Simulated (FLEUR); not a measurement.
**CoW3: equation of state with r2SCAN**

The system is CoW3.

```xyz
4
Lattice="3.9074 0.0000 0.0000 0.0000 3.9074 0.0000 0.0000 0.0000 3.9074" Properties=species:S:1:pos:R:3 pbc="T T T"
W     1.9537    1.9537    0.0000
W     1.9537    0.0000    1.9537
W     0.0000    1.9537    1.9537
Co    0.0000    0.0000    0.0000
```

The cell comes from a database or a generator and needn't be the stable form of this composition.

```json
{"Program": "FLEUR MaX-R8.1 (later development tree)", "Task": "equation of state", "Functional": "r2SCAN", "Potentials or basis": "all-electron", "Basis": "FLAPW", "Kmax": "4.19 1/bohr", "k mesh": "7 × 7 × 7", "Occupations": "fermi-dirac, width 0.05 eV", "Spin": "collinear spin, program default start", "Gmax": "13 1/bohr", "Muffin-tin radii": "W 2.34, Co 2.34 bohr", "lmax": "W 10, Co 10", "lnonsphr": "W 10, Co 10", "Local orbitals a species": "W 4, Co 5"}
```

| Item | Value |
| --- | --- |
| Equilibrium volume | 14.77 Å³/atom |
| Bulk modulus | 263 GPa |

Energy against volume, from the lowest point:
```
volume (Å³/atom)  energy (meV/atom)
          14.019              33.34
          14.317              11.14
          14.914               0.00
          15.510              26.92
          15.809              52.60
```

Caveat: the meta-GGA is that of a development version, with a GGA for the radial functions and cores and without core tails. Spin-orbit coupling is left out, which matters for the levels of W.
